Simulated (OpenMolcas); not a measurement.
**Fe³⁺ among point charges: CASSCF and CASPT2 levels and susceptibility**

Aim: the splitting of the states of Fe³⁺ in the field of 6 point charges, its lowest levels with spin-orbit coupling and its magnetic susceptibility.

Program: OpenMolcas 26.06. Level of theory: state-averaged CASSCF and CASPT2, spin-orbit coupling by RASSI with atomic mean-field integrals. These are calculated values, not measurements, unless marked.

## (1) The atom as given

```
Species                           : Fe³⁺ (iron, Z = 26, 23 electrons)
Basis                             : ANO-RCC-VDZP [5s4p2d1f], 34 functions
Scalar Hamiltonian                : DKH2, point nucleus
Inactive shells                   : 1s 2s 2p 3s 3p
Active space                      : 5 electrons in 5 orbitals (3d)
Some configurations of this space : 3d⁵
Orbitals                          : optimised for each spin and parity, averaged over all roots
```

Outer shells as boxes (Hund's rule):

3d5
```
3d [↑ ][↑ ][↑ ][↑ ][↑ ]
```

The ion sits among 6 point charges of -1 e arranged as a trigonal antiprism (D3d), 1.82 Å from the ion, with a polar angle of 54.2° against the regular 54.74°.

The work runs as a chain of OpenMolcas steps in one folder; each step below is one input file. Labels, J, g values, rates, χT and fits are worked out afterwards by a script from the matrices that RASSI stores. The input lists half of the charges; inversion (Group=XYZ) makes the rest.

## (2) GATEWAY and SEWARD: basis and integrals

a.inp

```
&GATEWAY
Coord
1

Fe 0.0 0.0 0.0
Basis=ANO-RCC-VDZP
Group=XYZ
NoMove
AngMom=0.0 0.0 0.0
AMFI
XField
3 Angstrom 0
0.000000 1.475918 1.064926 -1.000000
1.278182 -0.737959 1.064926 -1.000000
1.278182 0.737959 -1.064926 -1.000000
&SEWARD
```

## (3) Reference wave functions, sextets of even parity, 1 root

a.inp

```
&RASSCF
FileOrb=start.orb
Symmetry=1
Spin=6
nActEl=5 0 0
Inactive=3 6
Ras2=5 0
CIRoot=1 1 1
SDav=1
CIMx=300
Iter=120 100
PrWF=0.3
OrbListing=Nothing
MaxOrb=0
>>> COPY $Project.JobIph JOB001
```

start.orb holds the contracted functions of the basis, ordered by shell, or the orbitals of the step before.

## (4) CASSCF: quartets of even parity, 24 roots

a.inp

```
&RASSCF
FileOrb=start.orb
Symmetry=1
Spin=4
nActEl=5 0 0
Inactive=3 6
Ras2=5 0
CIRoot=24 24 1
SDav=24
CIMx=300
Iter=120 100
PrWF=0.3
OrbListing=Nothing
MaxOrb=0
>>> COPY $Project.JobIph JOB002
```

## (5) Reference wave functions, doublets of even parity, 75 roots

a.inp

```
&RASSCF
FileOrb=start.orb
Symmetry=1
Spin=2
nActEl=5 0 0
Inactive=3 6
Ras2=5 0
CIRoot=75 75 1
SDav=75
CIMx=300
Iter=120 100
PrWF=0.3
OrbListing=Nothing
MaxOrb=0
>>> COPY $Project.JobIph JOB003
```

## (6) State interaction with spin-orbit coupling

a.inp

```
&RASSI
NrOfJobIphs=3 1 24 75
1
1 2 3 4 5 6 7 8 9 10 11 12 13 14 15 16 17 18 19 20 21 22 23 24
1 2 3 4 5 6 7 8 9 10 11 12 13 14 15 16 17 18 19 20 21 22 23 24 25 26 27
28 29 30 31 32 33 34 35 36 37 38 39 40 41 42 43 44 45 46 47 48 49 50 51
52 53 54 55 56 57 58 59 60 61 62 63 64 65 66 67 68 69 70 71 72 73 74 75
IphNames
JOB001
JOB002
JOB003
EJob
SpinOrbit
DIPRint=1.0
SOCoupling=1000.0
Subsets=2
Property=9
'ANGMOM' 1 'ANGMOM' 2 'ANGMOM' 3 'MLTPL  1' 1 'MLTPL  1' 2 'MLTPL  1' 3
'AMFI' 1 'AMFI' 2 'AMFI' 3
SOProperty=3
'ANGMOM' 1 'ANGMOM' 2 'ANGMOM' 3
```

## (7) CASPT2: IPEA 0.25, imaginary shift 0.1 (closed shells correlated: 3s 3p)

a.inp

```
>>> COPY JOB001 $Project.JobIph
&CASPT2
Multistate=1 1
Frozen=2 3
IPEA=0.25
Imaginary=0.1
MaxIter=60
WThr=0.0 0.3 0.05
PrWF=0.5
NoMix
>>> COPY JOB002 $Project.JobIph
&CASPT2
Multistate=24 1 2 3 4 5 6 7 8 9 10 11 12 13 14 15 16 17 18 19 20 21 22
23 24
NoMult
Frozen=2 3
IPEA=0.25
Imaginary=0.1
MaxIter=60
WThr=0.0 0.3 0.05
PrWF=0.5
NoMix
>>> COPY JOB003 $Project.JobIph
&CASPT2
Multistate=75 1 2 3 4 5 6 7 8 9 10 11 12 13 14 15 16 17 18 19 20 21 22
23 24 25 26 27 28 29 30 31 32 33 34 35 36 37 38 39 40 41 42 43 44 45 46
47 48 49 50 51 52 53 54 55 56 57 58 59 60 61 62 63 64 65 66 67 68 69 70
71 72 73 74 75
NoMult
Frozen=2 3
IPEA=0.25
Imaginary=0.1
MaxIter=60
WThr=0.0 0.3 0.05
PrWF=0.5
NoMix
```

(Steps that only read results are left out.)

**Question.** What will these runs give? Wanted: spin-free ground state; lowest level; next level.

As calculated:

| quantity | value |
| --- | --- |
| method | SS-CASPT2, IPEA 0.25, imaginary shift 0.1 (closed shells correlated: 3s 3p) |
| spin-free ground state | 6A1, 1-fold in its orbital part |
| lowest level | 6-fold |
| next level | 33574.7 cm⁻¹ |
| χT at 300 K | 4.39 cm³ K/mol |
| effective moment at 300 K | 5.92 μB |

Cost by method:

```
                                              method  time of its own steps  time with the reference
                                           A. CASSCF                   28 s                     28 s
B. SS-CASPT2, IPEA 0.25, imaginary shift 0.1, +3s 3p                  6.6 s                     35 s
```

Times are of one thread on a shared host.

**Reading.** The spin-free ground state (6A1) comes to 100 % from free-ion S terms and keeps the highest spin of the shell. χT at 300 K is 4.39, against 4.39 cm³ K/mol for the spin alone, as a half-filled shell (L = 0) has no orbital moment. An active space of the d shell alone favours high spin; real ions in strong fields can be low spin. CASPT2 does not keep the components of a term degenerate, and the means are used. The field of point charges can differ much from that of real complexes. With metal d orbitals alone active, the gaps between spin states are rough; where two lie within a few thousand cm-1, their order is open. This is an electrostatic model: the charges have no orbitals.
